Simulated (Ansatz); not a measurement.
# Co2Si: the cost of one run

Program: Ansatz 0.2.0. Level of theory: DFT, PBE, plane-wave PAW, default files, scalar-relativistic, as far as a step names no other. These are calculated values, not measurements.

1 further run of the same task is left out (it didn't finish).

## Step 1: The system as given

The structure is orthorhombic, space group Pnma (No. 62). Conventional cell: a = 4.918 Å, b = 3.738 Å, c = 7.109 Å, α = 90.00°, β = 90.00°, γ = 90.00°. Around Co (site symmetry m) lie 5 Si at 2.34 to 2.57 Å and 8 Co at 2.50 to 2.68 Å. Co (site symmetry m) has 5 Si at 2.32 to 2.62 Å and 8 Co at 2.54 to 2.68 Å as nearest neighbours. Si (site symmetry m) has 10 Co at 2.32 to 2.62 Å as nearest neighbours.

Structure file:

```
Co Si
1.0
     4.91800    0.00000    0.00000
     0.00000    3.73800    0.00000
     0.00000    0.00000    7.10900
Co Si
8 4
Direct
  0.96200 0.75000 0.21800
  0.03800 0.25000 0.78200
  0.53800 0.25000 0.71800
  0.46200 0.75000 0.28200
  0.82600 0.75000 0.56200
  0.17400 0.25000 0.43800
  0.67400 0.25000 0.06200
  0.32600 0.75000 0.93800
  0.29800 0.75000 0.61100
  0.70200 0.25000 0.38900
  0.20200 0.25000 0.11100
  0.79800 0.75000 0.88900
```

The earlier run gave: no gap over 0.1 eV on the mesh, largest force 0.256 eV/Å, pressure -5.1 GPa, net moment 2.97 μB.

The printed gradients, by site:

```tsv
site	atoms	first shell	V_zz (10²¹ V/m²)	η	C_Q (MHz)	m (μB)	B_c (T)
Co1	1, 2, 3, 4	5 Si at 2.34–2.57 Å, 8 Co at 2.50–2.68 Å	1.23	0.05	12.5 (⁵⁹Co)	0.53	-5.7
Co5	5, 6, 7, 8	5 Si at 2.32–2.62 Å, 8 Co at 2.54–2.68 Å	1.33	0.62	13.5 (⁵⁹Co)	0.30	-5.9
Si	9, 10, 11, 12	10 Co at 2.32–2.62 Å	3.21	0.20	–	-0.03	-1.6
```

Conventions: |V_zz| ≥ |V_yy| ≥ |V_xx|, η = (V_xx − V_yy)/V_zz, C_Q = eQV_zz/h. Nuclear quadrupole moments: year-2017 set (Pyykkö). A dash under C_Q marks elements without a common quadrupolar isotope.

B_c = (2μ₀/3) μB (ρ↑ − ρ↓) at the nucleus, 7.77 T per e/Å³, positive along the run's up direction; orbital and dipolar fields are not in it. One atom of each site is listed; partners with reversed moments have reversed fields.

## Step 2: Z stretched by +3 %, ions relaxed

File input.yaml:

```yaml
crystal:
  lattice:
    - [4.918, 0.0, 0.0]
    - [0.0, 3.738, 0.0]
    - [0.0, 0.0, 7.32227]
  atoms:
    - { symbol: Co, position: [0.9646974792, 0.75, 0.2168555438], spin: 3.0 }
    - { symbol: Co, position: [0.0353025208, 0.25, 0.7831444562], spin: 3.0 }
    - { symbol: Co, position: [0.5353025208, 0.25, 0.7168555438], spin: 3.0 }
    - { symbol: Co, position: [0.4646974792, 0.75, 0.2831444562], spin: 3.0 }
    - { symbol: Co, position: [0.8262818416, 0.75, 0.5637949861], spin: 3.0 }
    - { symbol: Co, position: [0.1737181584, 0.25, 0.4362050139], spin: 3.0 }
    - { symbol: Co, position: [0.6737181584, 0.25, 0.0637949861], spin: 3.0 }
    - { symbol: Co, position: [0.3262818416, 0.75, 0.9362050139], spin: 3.0 }
    - { symbol: Si, position: [0.2953262764, 0.75, 0.6067466926] }
    - { symbol: Si, position: [0.7046737236, 0.25, 0.3932533074] }
    - { symbol: Si, position: [0.2046737236, 0.25, 0.1067466926] }
    - { symbol: Si, position: [0.7953262764, 0.75, 0.8932533074] }
magnetization:
  spin_polarized: true
kpoints:
  mp_grid: { grid: [9, 12, 6] }
scf:
  occupations: { method: fermi_dirac, width: 0.05 }
hamiltonian:
  xc: pbe
  pseudopotentials: { kind: paw }
output:
  forces: true
  stress: true
  populations: true
  efg: { quadrupole_moments_barn: { Co: 0.42 }, contact_densities: true }
  write_density: true
  write_potential: true
  elf: true
  volumetric_format: npy
relax:
  f_tol: 0.02
  max_steps: 60
```

The run is started by

```bash
> ansatz run input.yaml --threads 4 --pin off --max-ram 8192MiB --backend cpu --events-out ev --progress --plain --runs-dir out
```

**Question.** How long does this run take on 4 threads of Intel Xeon Platinum 8488C (Sapphire Rapids), shared host, and how much memory does it need?

About 4 min, with a peak of 3.1 GiB.
